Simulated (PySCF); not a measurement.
# PtNI: relaxation and vibrations of the singlet

The task is one start of a wider search on PtNI: the singlet, from a PBE minimum start. It is relaxed, tested by its Hessian and followed downhill if it is a saddle.

Method: PBE, basis Pt def2-SVP with ECP60, N def2-SVP, I def2-SVP with ECP28, scalar-relativistic core potentials, no spin–orbit coupling, density fitting; program: PySCF 2.14.0.

## (1) Starting geometry

3 atoms, charge 0, spin multiplicity 1.

Bond lengths: Pt1–N2 1.703 Å, Pt1–I3 2.565 Å. Angles: N2–Pt1–I3 180.0°.

Coordinates in bohr (charge 0 multiplicity 1):
```
Pt    0.0000    0.0000   -1.6969
N     0.0000    0.0000   -4.9147
I     0.0000    0.0000    3.1493
```

## (2) The SCF at the typed geometry

The steps below are one call of a driver around PySCF. For each, scf.py gives the equivalent set-up of the SCF; relaxations use the driver's own optimiser. After this first run the driver tries any further starts and a stability analysis.

Contents of scf.py:

```python
from pyscf import gto, scf, dft
mol = gto.M(atom='''
Pt    -0.000000    -0.000000    -0.897972
N     -0.000000    -0.000000    -2.600763
I      0.000000     0.000000     1.666542''',
    basis={'Pt': 'def2-SVP', 'N': 'def2-SVP', 'I': 'def2-SVP'},
    ecp={'Pt': 'def2-SVP', 'I': 'def2-SVP'},
    charge=0, spin=0)
mf = dft.RKS(mol, xc='PBE')
mf.grids.atom_grid = (50, 194)
aux = {'Pt': 'def2-universal-JKFIT', 'N': 'def2-universal-JKFIT', 'I': 'def2-universal-JKFIT'}
mf = mf.density_fit(auxbasis=aux)
mf.conv_tol = 1e-08
mf.diis_space = 10
mf.max_cycle = 60
mf.init_guess = 'minao'
mf.verbose = 4
mf.kernel()
```

On the command line:

```sh
$ OMP_NUM_THREADS=2 python axn.py task.json out
```

What it wrote (excerpt; [...] marks lines left out):

```text
[... the frontier levels of the middle cycles are left out ...]
init E= -429.003252766535
  HOMO = -0.961579832585203  LUMO = -0.823167117760186  gap/eV = 3.76640
cycle= 1 E= -466.314799205809  delta_E= -37.3  |g|= 4.55  |ddm|= 13.2
  HOMO = 0.112217392159991  LUMO = 0.140133783080113  gap/eV = 0.75964
cycle= 2 E= -422.159016972584  delta_E= 44.2  |g|= 9.86  |ddm|= 37.6
  HOMO = -0.236979657639845  LUMO = -0.187649817627874  gap/eV = 1.34233
cycle= 3 E= -471.409108980389  delta_E= -49.3  |g|= 1.16  |ddm|= 36.5
cycle= 4 E= -467.874587654019  delta_E= 3.53  |g|= 3.26  |ddm|= 4.68
cycle= 5 E= -469.884847312483  delta_E= -2.01  |g|= 2.29  |ddm|= 4.02
cycle= 6 E= -471.440222893644  delta_E= -1.56  |g|= 1.05  |ddm|=  2.3
cycle= 7 E= -470.565181259238  delta_E= 0.875  |g|= 1.96  |ddm|= 1.91
cycle= 8 E= -470.133988621567  delta_E= 0.431  |g|= 2.24  |ddm|= 0.356
cycle= 9 E= -470.227301981597  delta_E= -0.0933  |g|= 2.18  |ddm|= 0.0659
cycle= 10 E= -470.206443726626  delta_E= 0.0209  |g|= 2.21  |ddm|= 0.0639
cycle= 11 E= -469.982403564255  delta_E= 0.224  |g|= 2.32  |ddm|= 0.179
cycle= 12 E= -471.209096440141  delta_E= -1.23  |g|= 1.25  |ddm|=    1
cycle= 13 E= -471.550018980089  delta_E= -0.341  |g|=  0.7  |ddm|= 1.74
cycle= 14 E= -471.673346690917  delta_E= -0.123  |g|= 0.144  |ddm|= 0.53
cycle= 15 E= -471.682232151158  delta_E= -0.00889  |g|= 0.021  |ddm|= 0.211
cycle= 16 E= -471.682327883112  delta_E= -9.57e-05  |g|= 0.0117  |ddm|= 0.0397
cycle= 17 E= -471.682374585012  delta_E= -4.67e-05  |g|= 0.0012  |ddm|= 0.0161
cycle= 18 E= -471.682375055441  delta_E= -4.7e-07  |g|= 0.000492  |ddm|= 0.00114
cycle= 19 E= -471.682375132649  delta_E= -7.72e-08  |g|= 2.8e-05  |ddm|= 0.000553
cycle= 20 E= -471.682375132749  delta_E= -1e-10  |g|= 1.51e-05  |ddm|= 2.86e-05
  HOMO = -0.23522020877861  LUMO = -0.199926981010223  gap/eV = 0.96038
Extra cycle  E= -471.682375127814  delta_E= 4.94e-09  |g|= 0.000133  |ddm|= 0.000146
converged SCF energy = -471.682375127814
```

This step, with its further starts and checks, ran for 8 s (2 threads of Arm Neoverse N1, shared host).

No lower closed-shell solution turned up in the test of internal stability.

## (3) PBE minimum start, singlet: relaxation

The program finds C∞v symmetry in the start, which this walk keeps.

scf.py: that of step 2 with these lines changed.

```diff
@@ -3,2 +3,2 @@
-Pt    -0.000000    -0.000000    -0.897972
-N     -0.000000    -0.000000    -2.600763
+Pt     0.000000    -0.000000    -0.897972
+N      0.000000    -0.000000    -2.600763
@@ -16 +15,0 @@
-mf.init_guess = 'minao'
```

The optimiser's trace:

| step | energy (Eh) | change (kJ/mol) | largest symmetric gradient (Eh/bohr) |
| --- | --- | --- | --- |
| 0 | -471.682375 | 0.00 | 0.00016 |

The walk took 2.6 s.

Positions (Å) and forces (eV/Å) along the way:

```
step 0
Pt   0.000   0.000  -0.898   0.000   0.000  -0.008
N    0.000   0.000  -2.601   0.000   0.000   0.003
I    0.000   0.000   1.667   0.000   0.000   0.005
```

It settles in C∞v symmetry, 0.0 kJ/mol below the start, after 0 steps: Pt–I 2.565 Å, Pt–N 1.703 Å; I–Pt–N 180.0°.

## (4) Is it a minimum? Harmonic modes

The point is checked on the finer grid, and tightened if its gradient asks for it. The Hessian and the dipole derivatives come from central differences of analytic gradients, with steps of 0.02 bohr.

scf.py: that of step 3 with these lines changed.

```diff
@@ -3,2 +3,2 @@
-Pt     0.000000    -0.000000    -0.897972
-N      0.000000    -0.000000    -2.600763
+Pt     0.000000     0.000000    -0.897972
+N      0.000000     0.000000    -2.600763
@@ -10 +10 @@
-mf.grids.atom_grid = (50, 194)
+mf.grids.atom_grid = (75, 302)
@@ -13 +13 @@
-mf.conv_tol = 1e-08
+mf.conv_tol = 1e-10
```

The driver hands on the density of the step before, so the log starts near convergence.

SCF at the final geometry:

```text
init E= -471.682358021239
  HOMO = -0.235221578577587  LUMO = -0.19992482830252  gap/eV = 0.96047
cycle= 1 E= -471.68235802038  delta_E= 8.58e-10  |g|= 4.8e-05  |ddm|= 8.01e-05
  HOMO = -0.235207692864877  LUMO = -0.199910840162069  gap/eV = 0.96048
cycle= 2 E= -471.682357990222  delta_E= 3.02e-08  |g|= 0.000284  |ddm|= 0.00045
  HOMO = -0.235218347541343  LUMO = -0.199922424289118  gap/eV = 0.96045
cycle= 3 E= -471.682358018759  delta_E= -2.85e-08  |g|= 0.000109  |ddm|= 0.000401
  HOMO = -0.235219281836621  LUMO = -0.199922602638707  gap/eV = 0.96047
cycle= 4 E= -471.682358021273  delta_E= -2.51e-09  |g|= 8.63e-07  |ddm|= 7.69e-05
  HOMO = -0.235219322989563  LUMO = -0.199922658553378  gap/eV = 0.96047
cycle= 5 E= -471.682358021274  delta_E= -2.27e-13  |g|= 4.2e-08  |ddm|= 1.04e-06
  HOMO = -0.235219321067005  LUMO = -0.199922656629993  gap/eV = 0.96047
Extra cycle  E= -471.682358021274  delta_E= -1.14e-13  |g|= 3.06e-07  |ddm|= 3.63e-07
converged SCF energy = -471.682358021274
```

The whole step took 31 s.

Geometry: C∞v; Pt–I 2.565 Å, Pt–N 1.703 Å; I–Pt–N 180.0°.

Modes, for the most abundant isotopes:

| symmetry | ω (cm⁻¹) | IR (km/mol) |
| --- | --- | --- |
| π | 33 | 0.0 |
| σ+ | 199 | 8.0 |
| σ+ | 994 | 42.2 |

No imaginary mode, so this is a minimum.

Constants and moments:

| Item | Value |
| --- | --- |
| Dipole moment | 1.31 D |
| Highest occupied level | -6.40 eV |
| Lowest empty level | -5.44 eV |
| Rotational constants | 0.02789 cm⁻¹ |
| Zero-point energy | 7.5 kJ/mol |
| Principal polarisabilities | 44.8, 44.8, 125.8 bohr³ |
| Atomisation energy without zero-point energy | 691 kJ/mol |
| Principal traceless quadrupole moments about the centre of mass | -0.15, -0.15, 0.30 D Å |
| Entropy at 298.15 K and 1 bar | 320.3 J/(mol K) |
| Heat capacity Cp at 298.15 K | 55.0 J/(mol K) |
| Enthalpy at 298.15 K above 0 K | 14.82 kJ/mol |
| Rotational symmetry number | 1 |

Populations by atom (charges in e):

| atom | Mulliken | Löwdin | polar tensor | Mayer order to Pt1 |
| --- | --- | --- | --- | --- |
| Pt1 | 0.01 | -0.36 | 0.46 | – |
| N2 | -0.10 | 0.08 | -0.26 | 2.34 |
| I3 | 0.09 | 0.28 | -0.20 | 1.17 |

Mulliken populations on Pt1 (outside its core potential): s 3.33, p 6.26, d 8.37, f 0.03.

## (5) Would spin polarisation lower it?

At the lowest minimum the closed shell is tested against spin polarisation, on the (50, 194) grid. It is stable.

## (6) Summary of results

| quantity | value |
| --- | --- |
| minimum | singlet, C∞v |
| geometry | Pt–I 2.565 Å, Pt–N 1.703 Å; I–Pt–N 180.0° |
| wavenumbers (cm⁻¹) | 33 (π), 199 (σ+), 994 (σ+) |
| dipole moment | 1.31 D |
| highest occupied, lowest empty level | -6.40, -5.44 eV |
| polar-tensor charge of Pt1 | +0.46 e |
| zero-point energy | 7.5 kJ/mol |
| entropy at 298.15 K | 320.3 J/(mol K) |
| atomisation energy (no zero-point energy) | 691 kJ/mol |

In words: The PBE minimum start keeps its C∞v symmetry and ends in a minimum. In the infrared the band at 994 cm⁻¹ (σ+, stretch) leads. Only this shape and spin were tried, so other structures or states may lie lower. Spin–orbit coupling, left out here, can matter for elements this heavy.

The search up to here ran for 43 s (2 threads of Arm Neoverse N1, shared host).
